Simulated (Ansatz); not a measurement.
# SiHSe (sextet): from Hartree-Fock to the top rungs, cc-pVDZ

The task here is to estimate one member of a computed series from the others.

The runs use Ansatz 0.2.0, Gaussian basis; cc-pVDZ, core rule «outside noble gas», up to 19 orbitals frozen.

Plan: UHF; CCSD(T) on ROHF; CCSD(T) on UHF; BCCD(T) on ROHF; CISD; CCSDT(Q) on ROHF; CCSDT(Q) on UHF; CASSCF and MRCISD+Q, 11 electrons in 9 orbitals; CASSCF and NEVPT2, 11 electrons in 9 orbitals.

28 further runs of the same task are left out: 14 that didn't finish, 14 set aside as unsound or not needed.

**The system**

The geometry is a PBE0/def2-TZVP stationary point (not a proven minimum) of the parent state, kept for this charge and spin. No spin-orbit coupling is included. The filled d shell of Se may be among the frozen orbitals whatever the setting's name suggests; the logs give the count.

3 atoms, charge 0, spin multiplicity 6.

Atoms are counted from 1 here; the program's logs count them from 0.

Bond lengths: Si1–Se2 2.313 Å, Si1–H3 1.497 Å. Angles: Se2–Si1–H3 117.0°.

As a file:

```xyz
3
HSeSi
Si    0.0000   -0.1022    1.6811
Se    0.0000    0.0211   -0.6290
H     0.0000    1.1938    2.4308
```

The first run:

File in.yaml:

```yaml
crystal:
  periodic: [false, false, false]
  atoms:
    - {symbol: Si, position_ang: [0.000000, -0.102205, 1.681089]}
    - {symbol: Se, position_ang: [0.000000, 0.021114, -0.628981]}
    - {symbol: H, position_ang: [0.000000, 1.193815, 2.430780]}
basis:
  gaussian: {orbitals: cc-pVDZ}
magnetization: {spin_polarized: true, initial_magnetization: 5}
hamiltonian: {xc: hf}
output: {orbitals: {seedname: orbitals}}
```

The run is started by

```
ansatz run in.yaml --threads 1 --pin off --events-out ev --progress --plain --max-ram 2393MiB
```

Steps of the session up to this table: UHF; CCSD(T) on ROHF; CCSD(T) on UHF; BCCD(T) on ROHF; CISD; CCSDT(Q) on ROHF; CCSDT(Q) on UHF; CASSCF and MRCISD+Q, 11 electrons in 9 orbitals; CASSCF and NEVPT2, 11 electrons in 9 orbitals.

One table of the session follows, with a row left open; its other results are not shown here.

```
          method  from UCCSDT(Q) (kcal/mol)
            ROHF                    +112.71
             UHF                    +109.22
            RMP2                          ?
            UMP2                     +23.09
            CISD                      +9.30
           RCCSD                      +3.38
           UCCSD                      +3.09
        RCCSD(T)                      +0.95
        UCCSD(T)                      +0.71
         BCCD(T)                      +0.96
          RCCSDT                      +0.38
          UCCSDT                      +0.14
       RCCSDT(Q)                      +0.24
       UCCSDT(Q)                          0
  CASSCF valence                    +101.40
  NEVPT2 valence                     +25.32
  MRCISD valence                      +8.95
MRCISD+Q valence                      +0.96
```

Estimate the missing values for RMP2.

As computed: from UCCSDT(Q) (kcal/mol): +22.52. In the column «from UCCSDT(Q) (kcal/mol)» it lies between CISD (+9.30) and UMP2 (+23.09).

Among the levels timed on like hardware and quicker than the yardstick, those that no quicker one beats, quickest first: BCCD(T) (10 s, +0.96 kcal/mol); RCCSD(T) (15 s, +0.95 kcal/mol); UCCSD(T) (18 s, +0.71 kcal/mol).

To keep in mind: Of the multireference levels listed MRCISD+Q valence comes nearest in total energy (+0.96 kcal/mol), which doesn't show that its space is the better one. Restricted and unrestricted rows rest on different reference determinants; where their highest levels disagree by more than a few hundredths of an eV, they describe different states and don't form one ladder.
